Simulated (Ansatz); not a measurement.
# C8H12: how energies converge with the basis set

One table from this session's results is given with a row withheld; the runs are named, their logs left out.

The runs use Ansatz 0.2.0, Gaussian basis; one geometry, several basis sets.

Plan: PBE0-D4/def2-SVP; ωB97M-V/def2-SVP; PBE0-D4/def2-QZVPP; ωB97M-V/def2-QZVPP; the functionals' def2-TZVPP values are taken from earlier runs.

### The relaxed structure

The geometry comes from an earlier relaxation with PBE0-D4 in a triple-zeta def2 set; it is a stationary point, not always the lowest conformer.

SMILES `C=CC1CC=CCC1`, 20 atoms, charge 0, spin multiplicity 1.

Atoms are counted from 1 here; the program's logs count them from 0.

Bond lengths: C1–C2 1.325 Å, C1–H9 1.084 Å, C1–H10 1.086 Å, C2–C3 1.492 Å, C2–H11 1.090 Å, C3–C4 1.530 Å, C3–C8 1.529 Å, C3–H12 1.097 Å, C4–C5 1.496 Å, C4–H13 1.095 Å, C4–H14 1.099 Å, C5–C6 1.328 Å, C5–H15 1.087 Å, C6–C7 1.496 Å, C6–H16 1.086 Å, C7–C8 1.522 Å, C7–H17 1.098 Å, C7–H18 1.095 Å and more. Angles: C2–C1–H9 121.7°, C2–C1–H10 121.3°, H9–C1–H10 117.0°, C1–C2–C3 125.4°, C1–C2–H11 119.1°, C3–C2–H11 115.5°, C2–C3–C4 111.1°, C2–C3–C8 111.6°, C2–C3–H12 108.5°, C4–C3–C8 109.5°, C4–C3–H12 108.1°, C8–C3–H12 108.0°, C3–C4–C5 112.6°, C3–C4–H13 109.5°, C3–C4–H14 109.6°, C5–C4–H13 109.9°, C5–C4–H14 109.7°, H13–C4–H14 105.3° and more.

The first run:

in.yaml

```yaml
crystal:
  periodic: [false, false, false]
  atoms:
    - {symbol: C, position_ang: [-1.085545, -2.160716, -1.879960]}
    - {symbol: C, position_ang: [-0.220591, -1.707124, -0.984129]}
    - {symbol: C, position_ang: [-0.219925, -0.333381, -0.402456]}
    - {symbol: C, position_ang: [1.063787, 0.416240, -0.763927]}
    - {symbol: C, position_ang: [1.232302, 1.677796, 0.021887]}
    - {symbol: C, position_ang: [0.523002, 1.965881, 1.107409]}
    - {symbol: C, position_ang: [-0.495154, 1.038099, 1.690165]}
    - {symbol: C, position_ang: [-0.381649, -0.366935, 1.117450]}
    - {symbol: H, position_ang: [-1.030743, -3.173158, -2.263025]}
    - {symbol: H, position_ang: [-1.882799, -1.531239, -2.263909]}
    - {symbol: H, position_ang: [0.566949, -2.369769, -0.623973]}
    - {symbol: H, position_ang: [-1.068317, 0.222137, -0.822063]}
    - {symbol: H, position_ang: [1.066033, 0.640949, -1.835679]}
    - {symbol: H, position_ang: [1.931733, -0.238713, -0.602506]}
    - {symbol: H, position_ang: [1.973795, 2.387453, -0.334900]}
    - {symbol: H, position_ang: [0.680803, 2.915356, 1.611433]}
    - {symbol: H, position_ang: [-1.501350, 1.439630, 1.509090]}
    - {symbol: H, position_ang: [-0.385435, 1.009652, 2.779643]}
    - {symbol: H, position_ang: [-1.257660, -0.962684, 1.387106]}
    - {symbol: H, position_ang: [0.490774, -0.869483, 1.552336]}
basis:
  gaussian: {orbitals: def2-SVP}
hamiltonian: {xc: pbe0, dispersion: d4}
output: {orbitals: {seedname: orbitals}}
```

The run is started by

```
$ ansatz run in.yaml --threads 2 --pin off --events-out ev --progress --plain --max-ram 32768MiB --backend cpu
```

Among the steps run: PBE0-D4 in def2-SVP; ωB97M-V in def2-SVP; PBE0-D4 in def2-QZVPP; ωB97M-V in def2-QZVPP.

One table of the session follows, with a row left open; its other results are not shown here.

It belongs to the step «Functionals by basis». 

```
functional       basis  HOMO (eV)  LUMO (eV)
   PBE0-D4    def2-SVP      -6.90       0.61
   PBE0-D4  def2-TZVPP          ?          ?
   PBE0-D4  def2-QZVPP      -6.95       0.30
   ωB97M-V    def2-SVP      -9.14       2.82
   ωB97M-V  def2-TZVPP      -9.17       2.47
   ωB97M-V  def2-QZVPP      -9.18       1.94
```

**Question.** Estimate the row for PBE0-D4, def2-TZVPP.

The run gave: HOMO (eV): -6.93; LUMO (eV): 0.39. In the column «HOMO (eV)» it lies between PBE0-D4, def2-QZVPP (-6.95) and PBE0-D4, def2-SVP (-6.90).
